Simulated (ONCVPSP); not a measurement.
# Ge: the cost of one run

Method: ONCVPSP 4.0.1.1 (patched build), PBE, scalar-relativistic.

### Step 1. Settings

Typed settings, in words:

* element: germanium (Ge, Z = 32)
* type: optimised norm-conserving Vanderbilt (ONCV)
* frozen core: [Ne]
* valence charge: 22
* reference configuration: 3s2 3p6 3d10 4s2 4p2
* partial waves: 3s+4s: rc 0.95 bohr, ncon 3, nbas 6, qcut 15.7 1/bohr, 3 projectors, debl 1.5 Ha; 3p+4p: rc 1.15 bohr, ncon 3, nbas 6, qcut 13 1/bohr, 2 projectors; 3d: rc 1.35 bohr, ncon 3, nbas 7, qcut 13 1/bohr, 2 projectors, debl 3 Ha
* local potential: polynomial inside 0.75 bohr (lpopt 5, dvloc0 -1 Ha)
* core correction: Teter function, fcfact 1.75, rcfact 1.5

The nodes and maxima of the atom's own shells, from an earlier all-electron run, set the scale for the radii.

All-electron outer shells of the reference configuration (PBE, scalar-relativistic, ld1.x):

```
shell  level (eV)  outermost node (bohr)  outermost maximum (bohr)
   2s    -1371.79                   0.06                      0.18
   2p    -1198.71                      –                      0.14
   3s     -168.49                   0.26                      0.54
   3p     -115.62                   0.23                      0.54
   3d      -29.31                      –                      0.50
   4s      -11.73                   0.77                      1.75
   4p       -3.90                   0.82                      2.22
```

### Step 2. The generation run

Ge.dat

```
# ATOM AND REFERENCE CONFIGURATION
# atsym  z   nc   nv     iexc    psfile
  Ge 32.00    3    5        4      upf
#
#   n    l    f
    1    0    2.00
    2    0    2.00
    2    1    6.00
    3    0    2.00
    3    1    6.00
    3    2   10.00
    4    0    2.00
    4    1    2.00
#
# PSEUDOPOTENTIAL AND OPTIMIZATION
# lmax
    2
#
#   l,   rc,      ep,       ncon, nbas, qcut
    0    0.95    0.00    3    6   15.70
    1    1.15    0.00    3    6   13.00
    2    1.35    0.00    3    7   13.00
#
# LOCAL POTENTIAL
# lloc, lpopt,  rc(5),   dvloc0
    4    5    0.75   -1.00
#
# VANDERBILT-KLEINMAN-BYLANDER PROJECTORs
# l, nproj, debl
    0    3    1.50
    1    2    1.00
    2    2    3.00
#
# MODEL CORE CHARGE
# icmod, fcfact, rcfact
    3    1.75    1.50
#
# LOG DERIVATIVE ANALYSIS
# epsh1, epsh2, depsh
   -8.00    5.00    0.04
#
# OUTPUT GRID
# rlmax, drl
    6.00    0.01
#
# TEST CONFIGURATIONS
# ncnf
    4
# nvcnf
#   n    l    f
    5
    3    0    2.00
    3    1    6.00
    3    2   10.00
    4    0    2.00
    4    1    1.00
#
    5
    3    0    2.00
    3    1    6.00
    3    2   10.00
    4    0    2.00
    4    1    0.00
#
    5
    3    0    2.00
    3    1    6.00
    3    2   10.00
    4    0    1.00
    4    1    0.00
#
    5
    3    0    2.00
    3    1    6.00
    3    2   10.00
    4    0    2.00
    4    1    1.50
#
```

On the command line:

```console
$ oncvpsp.x < Ge.dat > Ge.out
```

**Question.** How long does this run take on 1 thread of Neoverse-V1, shared host?

About 4.5 s.
